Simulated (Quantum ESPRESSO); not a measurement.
# Ir in Quantum ESPRESSO: notebook, part 2 of 2

Quantum ESPRESSO 7.5. The steps go on from the part before.

**4. Work function, PBE**

The input, pw.in:

```
&CONTROL
  calculation = 'scf'
  prefix = 'pwscf'
  outdir = './tmp'
  pseudo_dir = './pseudo'
  tprnfor = .true.
  disk_io = 'low'
/
&SYSTEM
  ibrav = 0
  celldm(1) = 8
  nat = 1
  ntyp = 1
  ecutwfc = 36
  ecutrho = 216
  nbnd = 13
  occupations = 'smearing'
  smearing = 'fd'
  degauss = 0.00367493
/
&ELECTRONS
  conv_thr = 1d-09
  electron_maxstep = 150
  mixing_beta = 0.3
  mixing_mode = 'local-TF'
/
ATOMIC_SPECIES
Ir   192.2170 Ir.GGA_PBE-JTH.UPF
CELL_PARAMETERS alat
  0.5791632626753  -0.0000000000000   0.0000000000000
 -0.0000000000000   0.5791632626753   0.0000000000000
  0.0000000000000   0.0000000000000   5.6219352207617
ATOMIC_POSITIONS crystal
Ir     0.0000000000    0.0000000000    0.2941200000
K_POINTS automatic
11 11 1 0 0 0
```

The input, pp_density.in:

```
&INPUTPP
  prefix = 'pwscf'
  outdir = './tmp'
  filplot = 'density.dat'
  plot_num = 0
/
&PLOT
  nfile = 1
  filepp(1) = 'density.dat'
  iflag = 3
  output_format = 6
  fileout = 'density.cube'
/
```

The input, pp_potential.in:

```
&INPUTPP
  prefix = 'pwscf'
  outdir = './tmp'
  filplot = 'potential.dat'
  plot_num = 11
/
&PLOT
  nfile = 1
  filepp(1) = 'potential.dat'
  iflag = 3
  output_format = 6
  fileout = 'potential.cube'
/
```

Potentials or basis: JTH 2.0 PBE.

The run is started by

```bash
$ OMP_NUM_THREADS=1 mpirun -n 2 pw.x -nk 2 -in pw.in > pw.out
$ OMP_NUM_THREADS=1 mpirun -n 1 pp.x -in pp_density.in > pp_density.out
$ OMP_NUM_THREADS=1 mpirun -n 1 pp.x -in pp_potential.in > pp_potential.out
```

pw.out:

```text
This program is part of the open-source Quantum ESPRESSO suite
     for quantum simulation of materials; please cite
         "P. Giannozzi et al., J. Phys.:Condens. Matter 21 395502 (2009);
         "P. Giannozzi et al., J. Phys.:Condens. Matter 29 465901 (2017);
         "P. Giannozzi et al., J. Chem. Phys. 152 154105 (2020);
     in publications or presentations arising from this work. More details at

     file Ir.GGA_PBE-JTH.UPF: wavefunction(s)  0S 5P 0P 5D 0D renormalized
     Message from routine setup:
     using ibrav=0 with symmetry is DISCOURAGED, use correct ibrav instead

     K-points division:     npool     =       2
     Subspace diagonalization in iterative solution of the eigenvalue problem:
     a serial algorithm will be used

     G-vector sticks info
     --------------------
     sticks:   dense  smooth     PW     G-vecs:    dense   smooth      PW
     Sum         373     241     81                51711    28203    5219

     Using Slab Decomposition

     bravais-lattice index     =            0
     lattice parameter (alat)  =       8.0000  a.u.
     unit-cell volume          =     965.5123 (a.u.)^3
     number of atoms/cell      =            1
     number of atomic types    =            1
     number of electrons       =        15.00
     number of Kohn-Sham states=           13
     kinetic-energy cutoff     =      36.0000  Ry
     charge density cutoff     =     216.0000  Ry
     scf convergence threshold =      1.0E-09
     mixing beta               =       0.3000
     number of iterations used =            8  local-TF  mixing
     Exchange-correlation= SLA PW PBX PBC
                           (   1   4   3   4   0   0   0)

     celldm(1)=   8.000000  celldm(2)=   0.000000  celldm(3)=   0.000000
     celldm(4)=   0.000000  celldm(5)=   0.000000  celldm(6)=   0.000000

     crystal axes: (cart. coord. in units of alat)
               a(1) = (   0.579163  -0.000000   0.000000 )
               a(2) = (  -0.000000   0.579163   0.000000 )
               a(3) = (   0.000000   0.000000   5.621935 )

     reciprocal axes: (cart. coord. in units 2 pi/alat)
               b(1) = (  1.726629  0.000000 -0.000000 )
               b(2) = (  0.000000  1.726629 -0.000000 )
               b(3) = ( -0.000000 -0.000000  0.177875 )

     PseudoPot. # 1 for Ir read from file:
     Ir.GGA_PBE-JTH.UPF
     Pseudo is Projector augmented-wave + core cor, Zval = 15.0
     Generated using ATOMPAW code
     Shape of augmentation charge: SINC**2
     Using radial grid of 1125 points,  6 beta functions with:
                l(1) =   0
                l(2) =   0
                l(3) =   1
                l(4) =   1
                l(5) =   2
                l(6) =   2
     Q(r) pseudized with 0 coefficients

     atomic species   valence    mass     pseudopotential
     Ir               15.00   192.21700     Ir( 1.00)

      8 Sym. Ops. (no inversion) found

   Cartesian axes

     site n.     atom                  positions (alat units)
         1        Ir     tau(   1) = (   0.0000000   0.0000000   1.6535236  )

     number of k points=    21  Fermi-Dirac smearing, width (Ry)=  0.0037
                       cart. coord. in units 2pi/alat
        k(    1) = (   0.0000000   0.0000000   0.0000000), wk =   0.0165289
        k(    2) = (   0.0000000   0.1569663   0.0000000), wk =   0.0661157
        k(    3) = (   0.0000000   0.3139325   0.0000000), wk =   0.0661157
        k(    4) = (   0.0000000   0.4708988   0.0000000), wk =   0.0661157
        k(    5) = (   0.0000000   0.6278650   0.0000000), wk =   0.0661157
        k(    6) = (   0.0000000   0.7848313   0.0000000), wk =   0.0661157
[... 13 lines left out ...]
        k(   20) = (   0.6278650   0.7848313   0.0000000), wk =   0.1322314
        k(   21) = (   0.7848313   0.7848313   0.0000000), wk =   0.0661157

     Dense  grid:    51711 G-vectors     FFT dimensions: (  24,  24, 216)

     Smooth grid:    28203 G-vectors     FFT dimensions: (  18,  18, 180)

     Initial potential from superposition of free atoms

     starting charge      14.9998, renormalised to      15.0000

     negative rho (up, down):  6.452E-04 0.000E+00
     Starting wfcs are   18 randomized atomic wfcs
     Checking if some PAW data can be deallocated...

     Self-consistent Calculation

     iteration #  1     ecut=    36.00 Ry     beta= 0.30
     Davidson diagonalization with overlap
     ethr =  1.00E-02,  avg # of iterations = 10.0

     Threshold (ethr) on eigenvalues was too large:
     Diagonalizing with lowered threshold

     Davidson diagonalization with overlap
     ethr =  8.84E-04,  avg # of iterations =  2.0

     negative rho (up, down):  1.370E-03 0.000E+00

     total energy              =    -820.07434497 Ry
     estimated scf accuracy    <       0.13995888 Ry

     iteration #  2     ecut=    36.00 Ry     beta= 0.30
     Davidson diagonalization with overlap
     ethr =  9.33E-04,  avg # of iterations =  1.6
[... 123 lines left out ...]
     iteration # 16     ecut=    36.00 Ry     beta= 0.30
     Davidson diagonalization with overlap
     ethr =  4.33E-11,  avg # of iterations =  2.0

     negative rho (up, down):  6.740E-04 0.000E+00

     End of self-consistent calculation

          k = 0.0000 0.0000 0.0000 (  3545 PWs)   bands (ev):

   -51.6650 -51.6041 -51.6041 -10.7894  -9.3669  -5.5391  -2.2690  -2.2690
    -1.7936  -0.8364   2.4631   2.7562   2.8694

          k = 0.0000 0.1570 0.0000 (  3547 PWs)   bands (ev):

   -51.6979 -51.6555 -51.5963 -10.4694  -9.0863  -5.4272  -3.3645  -2.2298
    -1.1684  -0.8350   2.6659   2.9765   3.0705
[... 88 lines left out ...]
   -52.5910 -52.4117 -51.4519  -9.0356  -6.2427  -5.5353  -2.9873  -1.2373
     3.2135   3.7990   6.6006   8.3531   9.9670

          k = 0.7848 0.7848 0.0000 (  3490 PWs)   bands (ev):

   -52.5708 -52.5690 -51.4343  -9.5525  -6.0498  -5.9912  -2.7331   0.9204
     3.7975   4.5068   6.1674   9.2741  10.3595

     the Fermi energy is    -3.0005 ev

!    total energy              =    -820.05390293 Ry
     total all-electron energy =      -820.053903 Ry
     estimated scf accuracy    <          4.7E-10 Ry
     smearing contrib. (-TS)   =      -0.00115385 Ry
     internal energy E=F+TS    =    -820.05274908 Ry

     The total energy is F=E-TS. E is the sum of the following terms:
     one-electron contribution =    -866.77367009 Ry
     hartree contribution      =     432.75758868 Ry
     xc contribution           =     -17.36081057 Ry
     ewald contribution        =     304.23142957 Ry
     one-center paw contrib.   =    -672.90728667 Ry

     convergence has been achieved in  16 iterations

     negative rho (up, down):  6.740E-04 0.000E+00

     Forces acting on atoms (cartesian axes, Ry/au):

     atom    1 type  1   force =     0.00000000    0.00000000    0.00000000

     Total force =     0.000000     Total SCF correction =     0.000065

=------------------------------------------------------------------------------=
   JOB DONE.
=------------------------------------------------------------------------------=
```

Wall time 21 s (2 MPI ranks of Arm Neoverse V2, shared host); peak memory 0.32 GiB.

What came out:

```yaml
Free_energy: -11157.4017 eV
Band_gap_on_the_k_mesh: none (metal or under the smearing width)
Work_function_of_the_upper_face: 6.06 eV
Work_function_of_the_lower_face: 6.06 eV
```

**5. Overview**

```csv
potentials or basis,cutoff (eV),gap on the mesh (eV),work function (eV)
Ansatz NC SR PBE,925,none,6.05
GBRV 1.5 PBE,612,none,6.03
JTH 2.0 PBE,490,none,6.06
```

Alike in all rows: task work function; level PBE; no spin polarisation; cell as given; k mesh 11 × 11 × 1; smearing fermi-dirac 0.05 eV.

Absolute energies hang on the potentials; compare differences alone.
